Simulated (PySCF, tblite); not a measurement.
# C14H7ClO2: circular dichroism and optical rotation

Aim: compute the circular dichroism and optical rotation of C14H7ClO2 (`Clc1cc2ccc3occc3c2c2ccoc12`).

Computed with tblite 0.8.0 and PySCF 2.14.0 and routines of our own; the level stands in each step. Atoms count from 0.

## 1. The starting structure

24 atoms, charge 0, multiplicity 1; geometry from: force field or distance geometry start.

## 2. Relaxing the molecule with GFN2-xTB

What the job is given:

```
{"job": {"kind": "relax", "xc": "GFN2-xTB", "basis": "xTB"}, "charge": 0, "multiplicity": 1}
Cl     4.203100     1.670100     0.896800
C      2.612100     1.090400     0.549500
C      1.576200     1.972000     0.331500
C      0.272100     1.525600     0.041800
C     -0.758200     2.439500    -0.169200
C     -2.066500     2.029000    -0.459400
C     -2.289900     0.661700    -0.503700
O     -3.493700     0.096300    -0.754600
C     -3.320000    -1.253800    -0.713700
C     -2.018600    -1.555700    -0.425700
C     -1.321900    -0.318800    -0.287100
C     -0.001000     0.107300     0.000100
C      1.060300    -0.798100     0.242500
C      1.243100    -2.216200     0.273800
C      2.558600    -2.443400     0.565600
O      3.227900    -1.282700     0.715100
C      2.332500    -0.273700     0.507000
H      1.770200     3.038800     0.367400
H     -0.556500     3.514400    -0.132100
H     -2.856600     2.740300    -0.626900
H     -4.211900    -1.838000    -0.898900
H     -1.625200    -2.553100    -0.339700
H      0.505900    -2.977200     0.132800
H      3.146000    -3.355200     0.694700
```

Command:

```console
$ OMP_NUM_THREADS=2 python excited_run.py task.json out
```

One launch serves the whole session: the jobs run in the order shown.

Standard output:

```text
step      E/eV     max force
  0   -1258.61457    1.948
  1   -1258.69331    0.841
  2   -1258.71495    0.330
  3   -1258.72921    0.208
  4   -1258.73693    0.213
  5   -1258.74059    0.135
  6   -1258.74326    0.105
  7   -1258.74503    0.084
  8   -1258.74596    0.066
  9   -1258.74651    0.062
 10   -1258.74707    0.052
 11   -1258.74759    0.052
 12   -1258.74781    0.023
 13   -1258.74788    0.017
 14   -1258.74794    0.018
 15   -1258.74801    0.020
 16   -1258.74807    0.015
 17   -1258.74812    0.012
 18   -1258.74815    0.013
 19   -1258.74817    0.013
 20   -1258.74819    0.011
 21   -1258.74821    0.011
 22   -1258.74823    0.015
 23   -1258.74826    0.014
 24   -1258.74829    0.011
 25   -1258.74830    0.009
```

It took 6 s on 2 threads of Intel Xeon at 2.50GHz, shared host; peak memory 0.18 GiB.

Along the way:

| step | energy from step 0 (eV) | largest force (eV/Å) |
| --- | --- | --- |
| 0 | 0.0000 | 1.9480 |
| 1 | -0.0787 | 0.8408 |
| 2 | -0.1004 | 0.3300 |
| 3 | -0.1146 | 0.2079 |
| 4 | -0.1224 | 0.2127 |
| 5 | -0.1260 | 0.1351 |
| 6 | -0.1287 | 0.1048 |
| 7 | -0.1305 | 0.0844 |
| 8 | -0.1314 | 0.0659 |
| 9 | -0.1319 | 0.0620 |
| 10 | -0.1325 | 0.0516 |
| 11 | -0.1330 | 0.0517 |
| 12 | -0.1332 | 0.0232 |
| 13 | -0.1333 | 0.0168 |
| 14 | -0.1334 | 0.0185 |
| 15 | -0.1334 | 0.0205 |
| 16 | -0.1335 | 0.0146 |
| 17 | -0.1336 | 0.0122 |
| 18 | -0.1336 | 0.0125 |
| 19 | -0.1336 | 0.0127 |
| 20 | -0.1336 | 0.0114 |
| 21 | -0.1336 | 0.0110 |
| 22 | -0.1337 | 0.0149 |
| 23 | -0.1337 | 0.0140 |
| 24 | -0.1337 | 0.0110 |
| 25 | -0.1337 | 0.0092 |

Close pairs (by a distance rule), those that changed most:

| bond | before (Å) | after (Å) | change (Å) |
| --- | --- | --- | --- |
| C4–C5 | 1.402 | 1.366 | -0.036 |
| C3–C11 | 1.445 | 1.420 | -0.025 |
| C3–C4 | 1.393 | 1.418 | +0.025 |
| C14–H23 | 1.092 | 1.073 | -0.019 |
| O15–C16 | 1.365 | 1.346 | -0.019 |
| C4–H18 | 1.094 | 1.079 | -0.015 |
| O7–C8 | 1.362 | 1.350 | -0.012 |
| C5–C6 | 1.386 | 1.398 | +0.012 |

The next job starts from the end point, and lists it.

## 3. Infrared spectrum with GFN2-xTB

What the job is given:

```
{"job": {"kind": "ir", "xc": "GFN2-xTB", "basis": "xTB"}, "charge": 0, "multiplicity": 1}
Cl     4.202935     1.669598     0.897396
C      2.611036     1.097798     0.557390
C      1.571751     1.955075     0.329559
C      0.263785     1.485773     0.049943
C     -0.773694     2.425561    -0.178485
C     -2.055954     2.043835    -0.453242
C     -2.318526     0.671889    -0.503253
O     -3.509331     0.091121    -0.758350
C     -3.302571    -1.241839    -0.707945
C     -2.012523    -1.549180    -0.427151
C     -1.332756    -0.302440    -0.285827
C     -0.005432     0.092788    -0.001380
C      1.076393    -0.788249     0.236974
C      1.237617    -2.205191     0.280446
C      2.544891    -2.426739     0.564071
O      3.235090    -1.277516     0.705949
C      2.354514    -0.279026     0.509940
H      1.743626     3.019153     0.360679
H     -0.525125     3.474665    -0.129589
H     -2.844673     2.757755    -0.627214
H     -4.154967    -1.867147    -0.889965
H     -1.607348    -2.534253    -0.335114
H      0.492451    -2.955640     0.123644
H      3.097079    -3.338026     0.689081
```

Standard output:

```text
mode    cm-1     km/mol
  1      51.1      0.09
  2      90.9      0.00
  3     153.4      0.08
  4     158.5      0.27
  5     195.2      0.19
  6     209.0      2.01
  7     210.3      0.04
  8     283.4      0.31
  9     292.5      0.32
 10     378.2      2.68
 11     378.4      1.04
 12     436.7      7.83
 13     495.3      0.18
 14     500.2      2.21
 15     523.9      1.07
 16     557.7      0.38
 17     585.7      0.09
 18     599.0      0.16
 19     606.3      6.73
 20     617.8      1.94
 21     658.4      2.05
 22     685.3      0.19
 23     725.7      3.72
 24     775.8      1.20
 25     791.1      2.93
 26     793.5     14.56
 27     797.1      0.03
 28     816.9      0.67
 29     821.1     18.69
 30     836.3      0.76
 31     852.3     46.08
 32     856.0     25.84
 33     882.1     10.11
 34     905.3      0.06
 35     944.3      3.78
 36    1040.4      3.04
 37    1051.0     20.22
 38    1057.2     53.79
 39    1101.6      2.02
 40    1108.5     11.67
 41    1145.2      8.00
 42    1159.5     20.12
 43    1168.2     18.19
 44    1200.7     12.05
 45    1249.5      3.00
 46    1265.2     14.02
 47    1292.0    119.38
 48    1305.6     26.76
 49    1352.2     48.68
 50    1370.7     45.58
 51    1386.0      0.46
 52    1422.1      1.12
 53    1464.6      2.70
 54    1511.1     22.78
 55    1524.1     27.12
 56    1532.8     51.90
 57    1552.8      7.16
 58    1579.5      2.87
 59    1594.5      9.51
 60    3091.8      8.99
 61    3107.0     11.92
 62    3110.0     26.70
 63    3163.1      1.72
 64    3163.6      3.77
 65    3199.1      0.45
 66    3205.0     21.94
```

Wall time 18 s (2 threads of Intel Xeon at 2.50GHz, shared host); peak memory 0.18 GiB.

The strongest bands and the atoms that carry them (share of the mass-weighted mode):

| cm⁻¹ | km/mol | atoms |
| --- | --- | --- |
| 852 | 46.1 | O15 29 %, C1 17 % |
| 1057 | 53.8 | H21 26 %, H22 24 %, O15 12 % |
| 1292 | 119.4 | C6 18 %, C16 14 %, C3 13 % |
| 1306 | 26.8 | C9 15 %, C13 15 %, C10 11 % |
| 1352 | 48.7 | C16 31 %, C12 29 % |
| 1371 | 45.6 | C6 27 %, C10 17 %, C4 15 %, C3 13 % |
| 1524 | 27.1 | C8 31 %, C9 25 % |
| 1533 | 51.9 | C14 20 %, C13 15 %, C6 12 %, C16 11 % |

## 4. Circular dichroism and optical rotation: TDDFT CAM-B3LYP/def2-SVPD

Settings changed since step 3:

```diff
@@ -1,2 +1,2 @@
-{"job": {"kind": "ir", "xc": "GFN2-xTB", "basis": "xTB"}, "charge": 0, "multiplicity": 1}
+{"job": {"kind": "ecd", "xc": "CAM-B3LYP", "basis": "def2-SVPD", "nstates": 8}, "charge": 0, "multiplicity": 1}
 Cl     4.202935     1.669598     0.897396
```

With the program's defaults for keys left out, this is: TDDFT CAM-B3LYP/def2-SVPD circular dichroism and optical rotation, one conformer, gas phase.

Standard output:

```text
coarse grid: 23344 points
cycle   1  E = -1147.1012547149  dE =  4.622e+00  |g| = 6.633e-01  |ddm| = 3.521e+01
cycle   2  E = -1147.1033706849  dE = -2.116e-03  |g| = 7.347e-01  |ddm| = 6.966e+00
cycle   3  E = -1147.2056384306  dE = -1.023e-01  |g| = 9.935e-02  |ddm| = 2.941e+00
cycle   4  E = -1147.2073963655  dE = -1.758e-03  |g| = 5.055e-02  |ddm| = 6.978e-01
cycle   5  E = -1147.2079764001  dE = -5.800e-04  |g| = 1.646e-02  |ddm| = 3.105e-01
cycle   6  E = -1147.2080426713  dE = -6.627e-05  |g| = 4.701e-03  |ddm| = 1.302e-01
cycle   7  E = -1147.2080484437  dE = -5.772e-06  |g| = 1.745e-03  |ddm| = 2.842e-02
final grid: 228680 points
cycle   8  E = -1147.4047520228  dE = -7.438e-05  |g| = 4.388e-03  |ddm| = 7.311e-01
cycle   9  E = -1147.4047521645  dE = -1.417e-07  |g| = 4.543e-03  |ddm| = 6.265e-02
cycle  10  E = -1147.4047570179  dE = -4.853e-06  |g| = 7.997e-04  |ddm| = 2.520e-02
cycle  11  E = -1147.4047571708  dE = -1.528e-07  |g| = 2.894e-04  |ddm| = 6.766e-03
cycle  12  E = -1147.4047571933  dE = -2.253e-08  |g| = 1.344e-04  |ddm| = 2.253e-03
cycle  13  E = -1147.4047571973  dE = -3.975e-09  |g| = 2.567e-05  |ddm| = 5.103e-04
cycle  14  E = -1147.4047571976  dE = -3.347e-10  |g| = 1.079e-05  |ddm| = 2.237e-04
converged SCF energy = -1147.4047571976

Singlet excitations and rotatory strengths (1e-40 esu^2 cm^2)
state   eV       nm     f(len)   f(vel)    R(len)    R(vel)   main configurations
  1   4.3681   283.8  0.02246  0.02179    -0.026    -0.026   H->L+1 0.46, H-1->L 0.32, H->L 0.10
  2   4.4249   280.2  0.11535  0.11225     0.016     0.016   H->L 0.78
  3   5.1676   239.9  0.77790  0.75823    -0.546    -0.522   H-1->L 0.41, H->L+1 0.40, H->L+2 0.13
  4   5.5302   224.2  0.17960  0.17485     0.194     0.193   H-1->L+1 0.78
  5   5.7265   216.5  0.13142  0.12675    -0.027    -0.026   H->L+2 0.47, H-2->L 0.33, H-1->L 0.11
  6   5.8377   212.4  0.04979  0.04804    -0.022    -0.020   H-2->L+1 0.35, H-1->L+2 0.26, H->L+2 0.11
  7   5.9342   208.9  0.32218  0.31290     0.137     0.135   H-2->L 0.49, H->L+2 0.15, H-2->L+1 0.11
  8   6.0301   205.6  0.00042  0.00054    -0.142    -0.140   H->L+3 0.79

Specific rotation (deg / (dm g/mL))
    nm     length   length(OI)   velocity    alpha(len)  alpha(vel)
  633.0      -1.43      -1.42      -1.39      194.073    193.324
  589.3      -1.71      -1.71      -1.66      195.941    195.161
  546.0      -2.10      -2.09      -2.03      198.365    197.545
  436.0      -4.08      -4.06      -3.95      209.671    208.654
  405.0      -5.26      -5.23      -5.09      215.674    214.545
  365.0      -7.89      -7.85      -7.64      227.952    226.581
  355.0      -8.91      -8.87      -8.62      232.423    230.960
```

It took 15 min on 2 threads of Intel Xeon at 2.50GHz, shared host; peak memory 2.8 GiB.

## 5. Summary of results

```
                                                                                      quantity                                                        value
                                                     strongest single infrared mode (GFN2-xTB)                                        1292 cm⁻¹, 119 km/mol
                                                                  zero-point energy (GFN2-xTB)                                               104.3 kcal/mol
state of largest rotatory strength (velocity form) among 8 (step 4, TDDFT CAM-B3LYP/def2-SVPD)  5.17 eV, R = -0.5 (velocity), -0.5 (length) ·10⁻⁴⁰ esu² cm²
                             specific rotation at 633.0 nm (step 4, TDDFT CAM-B3LYP/def2-SVPD)                               -1.4 (velocity), -1.4 (length)
```

**Reading.** All 66 modes are real, so the xTB geometry is a minimum. The strongest single mode, at 1292 cm⁻¹, has its largest shares on C6, C16 and C3 (the list is cut at 3 atoms). Unscaled tight-binding wavenumbers are off by several per cent, some by more. Its intensities can rank the bands wrongly. The geometry is achiral, so these rotations and rotatory strengths are numerical residue.
